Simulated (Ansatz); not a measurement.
## CH6AlFSSi, SMILES C[S][Al]([F])[SiH3]: a ladder of methods at one geometry, step by step

With Ansatz 0.2.0 through its Python package.

Notebook, run cell by cell (the value of a cell's last expression is shown):

In [1]:
```python
from dataclasses import dataclass
from pathlib import Path

import ansatz as az
import numpy as np
```

In [2]:
```python
@dataclass(frozen=True)
class Options:
    basis_set: str = "cc-pVDZ"
```

In [3]:
```python
cfg = Options()

GEOMETRY = """
C    -1.47020    1.54130   -0.56580
S    -0.05930    1.26580   -1.61100
Al    0.24960   -0.83350   -0.82780
F    -0.41460   -2.23270   -1.63270
Si    1.59020   -1.16530    1.10590
H    -1.25060    1.53600    0.49640
H    -1.86740    2.61050   -0.78520
H    -2.28190    0.87260   -0.82000
H     0.98980   -0.40140    2.28470
H     2.95310   -0.65930    0.90620
H     1.62670   -2.59090    1.46990
"""
```

In [4]:
```python
molecule = az.Crystal.molecule()
for line in GEOMETRY.strip().splitlines():
    symbol, *xyz = line.split()
    molecule = molecule.atom(symbol, [float(v) for v in xyz])

calc = molecule.calculation().basis(gaussian=cfg.basis_set)
```

In [5]:
```python
print("functional    E (Ha)        dipole (D)   HOMO (eV)  LUMO (eV)")
for name in ["pbe", "hse06", "lda", "r2scan0"]:
    r = calc.functional(name).forces().orbitals().run(threads=1, runs_dir="runs").report
    lines = Path(r["orbitals_path"]).read_text().splitlines()
    field_of = lambda key: [line.split("=")[1].strip() for line in lines if line.startswith(key)]
    orbitals = [(27.211386 * float(e), s, float(n)) for e, s, n in zip(field_of("Ene="), field_of("Spin="), field_of("Occup="))]
    homo = max(e for e, _, n in orbitals if n > 0.5)
    lumo = min(e for e, _, n in orbitals if n < 0.5)
    dipole = 4.803205 * np.linalg.norm(r["charge_distribution"]["dipole_moment_e_ang"])
    print(f"{name:10s} {r['free_energy_ev'] / 27.211386246:14.6f} {dipole:9.3f} {homo:11.3f} {lumo:10.3f}")
```
```text
functional    E (Ha)        dipole (D)   HOMO (eV)  LUMO (eV)
pbe          -1071.142017     1.935      -5.642     -2.611
hse06        -1071.215429     2.042      -6.484     -2.274
lda          -1067.116817     2.055      -5.709     -2.787
r2scan0      -1071.587506     2.068      -7.069     -1.819
```

These settings explore the input space; basis and method may be short of convergence. The geometry is a force-field or estimated start, not a minimum of this method, and the basis set is short of its limit. A lower total doesn't mark the better method: functionals have no common bound, and MP2 and coupled cluster aren't variational. Levels such as HOMO and LUMO are orbital energies: with these approximate functionals they aren't the ionisation energy and electron affinity, and their gap isn't the fundamental gap. For Al to Cl the sets with a tight d function, cc-pV(X+d)Z, are usual. hse06 follows the composition of plane-wave codes, whose totals differ by tens of mHa, up to about 0.1 Ha, from the form usual in Gaussian-basis programs (wpbeh). Hardware and time: 28 s on 1 thread of Arm Neoverse V1, on a shared host, peak memory 0.34 GiB.
